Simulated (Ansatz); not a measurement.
# C4H8Si: up Jacob's ladder to CCSD(T)

An exercise on one series of results from a longer session: the logs are not shown, and one member is left open.

The runs use Ansatz 0.2.0, Gaussian basis; functionals in def2-TZVPP, the program's frozen cores in correlated methods.

The runs, in order: LDA (SPW92), PBE-D4, revPBE-D4, BLYP-D4, r2SCAN-D4, B97M-V, PBE0-D4, B3LYP-D4, r2SCANh-D4, r2SCAN0-D4, HSE06-D4, BHLYP-D4, CAM-B3LYP-D4, LC-ωPBE, ωB97X-V, ωB97M-V, B2PLYP, PBE-QIDH; CCSD(T)/def2-SVP; CCSD(T)/def2-TZVPP; MP2/def2-QZVPP; extrapolation to the limit; RPA on PBE.

**The geometry**

All runs share one geometry, relaxed beforehand with PBE0-D4 in a triple-zeta def2 set.

SMILES `C=CC1C[SiH2]1`, 13 atoms, charge 0, spin multiplicity 1.

Atoms are counted from 1 here; the program's logs count them from 0.

Bond lengths: C1–C2 1.330 Å, C1–H6 1.083 Å, C1–H7 1.084 Å, C2–C3 1.470 Å, C2–H8 1.088 Å, C3–C4 1.534 Å, C3–Si5 1.871 Å, C3–H9 1.088 Å, C4–Si5 1.846 Å, C4–H10 1.084 Å, C4–H11 1.085 Å, Si5–H12 1.479 Å, Si5–H13 1.476 Å. Angles: C2–C1–H6 120.8°, C2–C1–H7 122.5°, H6–C1–H7 116.7°, C1–C2–C3 127.2°, C1–C2–H8 118.3°, C3–C2–H8 114.5°, C2–C3–C4 120.9°, C2–C3–Si5 119.3°, C2–C3–H9 114.1°, C4–C3–Si5 64.8°, C4–C3–H9 114.6°, Si5–C3–H9 114.5°, C3–C4–Si5 66.5°, C3–C4–H10 116.7°, C3–C4–H11 115.5°, Si5–C4–H10 119.3°, Si5–C4–H11 118.7°, H10–C4–H11 112.6° and more.

The first run:

Contents of in.yaml:

```yaml
crystal:
  periodic: [false, false, false]
  atoms:
    - {symbol: C, position_ang: [-1.671742, 0.966225, -0.532924]}
    - {symbol: C, position_ang: [-1.315455, -0.115356, 0.154855]}
    - {symbol: C, position_ang: [-0.017598, -0.804114, 0.118094]}
    - {symbol: C, position_ang: [1.120151, -0.293677, -0.775590]}
    - {symbol: Si, position_ang: [1.439335, -0.061740, 1.027592]}
    - {symbol: H, position_ang: [-2.651456, 1.408421, -0.401981]}
    - {symbol: H, position_ang: [-1.011530, 1.447140, -1.245827]}
    - {symbol: H, position_ang: [-2.033620, -0.544302, 0.850690]}
    - {symbol: H, position_ang: [-0.088250, -1.887223, 0.187921]}
    - {symbol: H, position_ang: [0.903532, 0.571692, -1.392312]}
    - {symbol: H, position_ang: [1.674144, -1.058548, -1.309392]}
    - {symbol: H, position_ang: [2.413221, -0.940259, 1.711301]}
    - {symbol: H, position_ang: [1.259670, 1.276941, 1.622473]}
basis:
  gaussian: {orbitals: def2-TZVPP}
hamiltonian: {xc: lda}
output: {orbitals: {seedname: orbitals}}
```

Launch:

```sh
$ ansatz run in.yaml --threads 4 --pin off --events-out ev --progress --plain --max-ram 10444MiB
```

Steps of the session up to this table: LDA; PBE-D4 (GGA); revPBE-D4 (GGA); BLYP-D4 (GGA); r2SCAN-D4 (meta-GGA); B97M-V (meta-GGA); B3LYP-D4 (hybrid); r2SCANh-D4 (hybrid); r2SCAN0-D4 (hybrid); HSE06-D4 (hybrid); BHLYP-D4 (hybrid); CAM-B3LYP-D4 (range-separated); LC-ωPBE (range-separated); ωB97X-V (range-separated); ωB97M-V (range-separated); B2PLYP (double hybrid); PBE-QIDH (double hybrid).

One of the session's tables, all rows but one given; the rest of the session is left out.

It belongs to the step «Orbital energies across the functionals». 

| functional | HOMO (eV) | gap (eV) |
| --- | --- | --- |
| LDA (SPW92) | -5.53 | 4.27 |
| PBE-D4 | -5.36 | 4.32 |
| revPBE-D4 | -5.30 | 4.34 |
| BLYP-D4 | -5.20 | 4.29 |
| r2SCAN-D4 | -5.51 | 4.71 |
| B97M-V | -5.55 | 4.70 |
| PBE0-D4 | ? | ? |
| B3LYP-D4 | -6.15 | 5.77 |
| r2SCANh-D4 | -5.89 | 5.40 |
| r2SCAN0-D4 | -6.46 | 6.43 |
| HSE06-D4 | -5.96 | 5.41 |
| BHLYP-D4 | -7.21 | 7.94 |
| CAM-B3LYP-D4 | -7.58 | 8.42 |
| LC-ωPBE | -8.88 | 10.81 |
| ωB97X-V | -8.53 | 10.37 |
| ωB97M-V | -8.43 | 10.01 |

**Question.** Estimate the row for PBE0-D4.

As computed: HOMO (eV): -6.35; gap (eV): 6.18. In the column «HOMO (eV)» it lies between r2SCAN0-D4 (-6.46) and B3LYP-D4 (-6.15).
